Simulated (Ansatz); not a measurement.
GaF:

```
Ga F
1.0
     3.16592    0.00000    0.00000
     0.00000    3.16592    0.00000
     0.00000    0.00000    3.16592
Ga F
1 1
Direct
  0.00000 0.00000 0.00000
  0.50000 0.50000 0.50000
```

The cell was built by a generator and needn't be a form met in nature.

A run of Ansatz 0.2.0 on this cell left the log below. Logs are shortened: lines on timing, memory, paths and dates and some standing lists are left out, and cuts for length are marked.

```text
Warning: RAYON_NUM_THREADS=2 ignored (pool sized by the plan → 2); use --threads N
Engine: ansatz 0.2.0, aarch64-unknown-linux-gnu
Pseudopotentials: kind: paw
Pseudopotential: Ga, paw, valence charge 13, recommended cutoff 420 eV (normal), Ga.paw.azcp
Pseudopotential: F, paw, valence charge 7, recommended cutoff 420 eV (normal), F.paw.azcp
Functional definition: PBE
  parameter kappa = 0.804
  parameter beta = 0.06672455060314922
  exchange = pbe_x(kappa = kappa, mu = beta*pi^2/3)
  correlation = pbe_c(beta = beta)
Crystal: 2 atoms, lattice volume = 31.732 Å³
Basis set: ecut = 420 eV, 619 PW (Γ), exchange–correlation on 48×48×48 points (8 copies of the dense FFT grid, shifted against one another)
Bands: 14, of which v1, the nominal top of the filled ones, is band 10 counted from 1 (9 counted from 0)
Symmetry: 48 space group operations
Space group: Pm-3m (ITA 221), of the structure as read, at distance tolerance 3.2e-5 Å
k-points: 35 of 512
Non-local potential: Ga, projectors of the file, l = 0: 2, l = 1: 2, l = 2: 3, l = 3: 1
Non-local potential: F, projectors of the file, l = 0: 2, l = 1: 2, l = 2: 1
PAW form: soft (Blöchl's): semilocal exchange-correlation on the pseudo side does not see the compensation charge
PAW one-centre angular grid: Ga, 590 points (default); XC on 64 Gauss nodes
PAW one-centre angular grid: F, 110 points (default); XC on 64 Gauss nodes
Initial density: superposition of atomic densities (neutral atoms: chi_scale 0, normalization atom), corrected by the library's trained network
Initial wavefunctions: pseudopotential atomic-orbital guess
Functional: x = pbe(κ = 0.804, μ = 0.2195149727645171), c = pbe(β = 0.06672455060314922)
SCF iter   1: F=—  HF=-4591.295092 eV  |F-HF|=—  |Δ(HF+E_count)|=         —  Δρ=1.00e-3  dr2=1.93e-4  ethr=1.77e-3  ⟨swp⟩=5.7  Hψ=2425  notcnv=0
preconditioner: auto → none  [insulator: Δε(μ)=0.336 eV  Ē_g=17.717 eV  σ=0.050 eV  W_gap=0.92  n_scr=6 (ndim 8)  ℏωp=29.5 eV  f_vac=0.000  D(μ)=0.01/eV (n_scr^D=0)  ε∞_Penn≈3.8]
SCF iter   2: F=—  HF=-4591.295110 eV  |F-HF|=—  |Δ(HF+E_count)|=   1.84e-5  Δρ=7.28e-4  dr2=4.83e-5  ethr=9.67e-7  ⟨swp⟩=2.1  Hψ=1106  notcnv=0
SCF iter   3: F=—  HF=-4591.295176 eV  |F-HF|=—  |Δ(HF+E_count)|=   6.61e-5  Δρ=2.19e-4  dr2=7.36e-6  ethr=2.41e-7  ⟨swp⟩=2.0  Hψ=793  notcnv=0
SCF iter   4: F=—  HF=-4591.295201 eV  |F-HF|=—  |Δ(HF+E_count)|=   2.53e-5  Δρ=4.25e-5  dr2=5.54e-7  ethr=3.68e-8  ⟨swp⟩=2.0  Hψ=804  notcnv=0
iter 5 did not close the SCF: its close was put off for the readings that it lacked (scf_convergence_deferred on its scf_iter line)
SCF iter   5: F=-4591.295201 eV  HF=-4591.295201 eV  |F-HF|=2.60e-8  |Δ(HF+E_count)|=   4.43e-9  Δρ=1.44e-5  dr2=2.97e-8  ethr=2.77e-9  ⟨swp⟩=2.0  Hψ=805  notcnv=0
[... 24 lines left out ...]
SCF converged after 8 iterations
Free energy (F): -4591.295201 eV
Harris-Foulkes:  -4591.295201 eV  (|F-HF|=0.00e0)
Internal energy: -4591.295105 eV  (E = F + TS)
E sigma→0 (E₀):  -4591.295153 eV
Entropy (-TS):   -0.000097 eV (-0.048 meV/atom)
Fermi energy:    6.008354 eV
--- Per-component energies (eV) ---
  E_band       = -98.838717
  E_kinetic    = 317.805531
  E_local      = -2380.464592  (includes V_loc(G=0)·N_el)
  E_nonlocal   = 493.172475
  E_hartree    = 1047.173637
  E_xc         = -149.057598
  E_vxc        = -159.697763  (∫ρ·V_xc dr)
  E_paw        = -2181.366041  (= ΣΔE_a)
  E_vpaw       = -464.003639  (= ΣTr[D̂ρ^β])
  E_aug_tail   = 0.001998  (compensation charges beyond the density's cutoff)
  E_ewald      = -1738.560515
  E_smearing   = -0.000097  (= −TS)
  E_closure    = 0.000000  (closes the sum)
  Σ components = -4591.295201   (vs F -4591.295201, Δ=0.00e0)
--- Forces (eV/Å), atoms counted from 1 ---
  atom   1  Ga    -0.00000000     0.00000000    -0.00000000
  atom   2  F      0.00000000    -0.00000000    -0.00000000
  max |Σ_I F_I| component: 1.06e-29 eV/Å
--- Stress (GPa, compression-positive) ---
        0.047894       0.000000       0.000000
       -0.000000       0.047894       0.000000
        0.000000       0.000000       0.047894
  P = ⅓ Tr σ = 0.0479 GPa (0.479 kbar)
--- Band table (eV; the first three rows and the last of 35) ---
  k-point 0: bands = ["-16.3805", "-8.4641", "-8.4641", "-8.2968", "-8.2968", "-8.2968", "-0.2085", "2.4135", "2.4135", "2.4135", "14.1895", "14.1895", "14.1895", "15.6215"]
  k-point 1: bands = ["-16.3593", "-8.4627", "-8.4466", "-8.3038", "-8.3038", "-8.2962", "-0.3294", "2.4524", "2.4524", "2.6139", "12.1387", "14.2125", "14.2125", "15.8316"]
  k-point 2: bands = ["-16.3077", "-8.4593", "-8.4052", "-8.3208", "-8.3208", "-8.2948", "-0.6039", "2.5475", "2.5475", "3.1992", "9.6853", "14.2649", "14.2649", "16.4577"]
  k-point 34: bands = ["-16.0269", "-8.4058", "-8.4058", "-8.4058", "-8.2563", "-8.2563", "1.8528", "1.8528", "1.8528", "5.8672", "8.2113", "8.2113", "8.2113", "17.7815"]
--- Relaxed structure (1 steps of the walk, 1 accepted, 1 SCFs on fresh bases) ---
  F+E_penalty+E_count = -4591.29520141 eV   max|allowed force component| = 6.262e-30 eV/Å   (the final SCF, on the basis selected at the relaxed cell)
  cell:  # Å, volume = 31.7322 Å³
    - [3.16592, 0.0, 0.0]
    - [0.0, 3.16592, 0.0]
    - [0.0, 0.0, 3.16592]
  atoms:
    - { symbol: Ga, position: [0.0, 0.0, 0.0] }
    - { symbol: F, position: [0.5, 0.5, 0.5] }
```

**Question.** Write the input and the command behind it.

**Answer.** Relaxation of cell and atoms with PBE, no spin polarisation. The files as run (others can give the same):

input.yaml
```yaml
crystal:
  lattice:
    - [3.16592, 0.0, 0.0]
    - [0.0, 3.16592, 0.0]
    - [0.0, 0.0, 3.16592]
  atoms:
    - { symbol: Ga, position: [0.0, 0.0, 0.0] }
    - { symbol: F, position: [0.5, 0.5, 0.5] }
hamiltonian:
  xc: pbe
  pseudopotentials: { kind: paw }
kpoints:
  mp_grid: { grid: [8, 8, 8] }
scf:
  occupations: { method: fermi_dirac, width: 0.05 }
output:
  forces: true
  stress: true
  eigenvalues: true
relax:
  f_tol: 0.01
  max_steps: 40
  cell: { stress_tol: 0.05 }
```

Potentials or basis: Ansatz PAW.
Launch:
```console
$ ansatz run input.yaml --threads 2 --pin off --max-ram 5632MiB --backend cpu --events-out ev --progress --plain --runs-dir out
```

Caveat: the plane-wave basis is chosen anew once the cell has moved, so the energies of steps on either side of that aren't comparable; the pressure holds a Pulay correction of +0.4 GPa for the finite cutoff.
